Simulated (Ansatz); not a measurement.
# C4HF7O2: the cost of one run

Computed with Ansatz 0.2.0 (the levels named in each step, unless a step's input says otherwise).

## Step 1: Starting point

Bond lengths: O1–C2 1.188 Å, C2–O3 1.314 Å, C2–C4 1.564 Å, C4–F5 1.347 Å, C4–F6 1.344 Å, C4–C7 1.556 Å, C7–F8 1.347 Å, C7–F9 1.345 Å, C7–C10 1.558 Å, C10–F11 1.327 Å, C10–F12 1.328 Å, C10–F13 1.329 Å, O3–H14 0.973 Å. Angles (14 of 22 angles, heavy atoms first): O1–C2–O3 127.6°, O1–C2–C4 122.8°, O3–C2–C4 109.5°, C2–C4–F5 111.0°, C2–C4–F6 110.1°, C2–C4–C7 110.0°, F5–C4–F6 107.1°, F5–C4–C7 109.3°, F6–C4–C7 109.2°, C4–C7–F8 109.5°, C4–C7–F9 109.3°, C4–C7–C10 114.1°, F8–C7–F9 106.8°, F8–C7–C10 108.2°.

Structure file:

```xyz
14

O     2.7229    0.1345   -1.3892
C     2.2091   -0.1568   -0.3584
O     2.7395   -0.1128    0.8430
C     0.7261   -0.6426   -0.2582
F     0.5931   -1.5997    0.6807
F     0.3351   -1.1789   -1.4271
C    -0.2042    0.5548    0.0919
F     0.2165    1.1310    1.2348
F    -0.1097    1.4876   -0.8729
C    -1.7033    0.1676    0.2648
F    -2.1904   -0.3937   -0.8342
F    -1.8660   -0.6804    1.2737
F    -2.4228    1.2543    0.5253
H     3.6639    0.1912    0.8272
```

## Step 2: A rough first relaxation, PBE-D4/def2-SVP

This run stands in another session on the same molecule. It ended at:

```xyz
14

O     2.7251    0.1289   -1.3944
C     2.2051   -0.1620   -0.3443
O     2.7803   -0.1164    0.8679
C     0.7289   -0.6423   -0.2366
F     0.6101   -1.5998    0.7196
F     0.3639   -1.1595   -1.4303
C    -0.2216    0.5429    0.1129
F     0.1831    1.0874    1.2880
F    -0.1066    1.4738   -0.8661
C    -1.7296    0.1723    0.2558
F    -2.1888   -0.3881   -0.8728
F    -1.9085   -0.6806    1.2753
F    -2.4298    1.2922    0.5001
H     3.6981    0.2072    0.7263
```

## Step 3: Relaxation, HF/STO-3G

input.yaml reads:

```yaml
crystal:
  periodic: [false, false, false]
  atoms:
    - { symbol: O, position_ang: [2.7251059, 0.12891439, -1.39435963] }
    - { symbol: C, position_ang: [2.20507721, -0.16198139, -0.34426022] }
    - { symbol: O, position_ang: [2.78027359, -0.11640898, 0.86787681] }
    - { symbol: C, position_ang: [0.7289219, -0.64226191, -0.23659093] }
    - { symbol: F, position_ang: [0.61012146, -1.59981489, 0.71962694] }
    - { symbol: F, position_ang: [0.36387568, -1.15953958, -1.43025257] }
    - { symbol: C, position_ang: [-0.2216198, 0.54293724, 0.11288066] }
    - { symbol: F, position_ang: [0.18311584, 1.08743318, 1.28802295] }
    - { symbol: F, position_ang: [-0.1065664, 1.47381436, -0.86612982] }
    - { symbol: C, position_ang: [-1.7295568, 0.17227923, 0.2558269] }
    - { symbol: F, position_ang: [-2.18875447, -0.38808932, -0.87279694] }
    - { symbol: F, position_ang: [-1.90848228, -0.68055408, 1.27527723] }
    - { symbol: F, position_ang: [-2.42981208, 1.29220556, 0.50009696] }
    - { symbol: H, position_ang: [3.69810026, 0.20724619, 0.72626165] }
basis:
  gaussian: { orbitals: STO-3G }
hamiltonian:
  xc: hf
relax:
  f_tol: 0.004
  max_steps: 150
```

Command:

```bash
$ ansatz run input.yaml --threads 4 --pin off --max-ram 10240MiB --backend cpu --events-out ev --progress --plain --runs-dir out
```

Q: Estimate wall time and peak memory on 4 threads of Intel Xeon 6975P-C (Granite Rapids), shared host.

About 41 s, with a peak of 0.2 GiB.
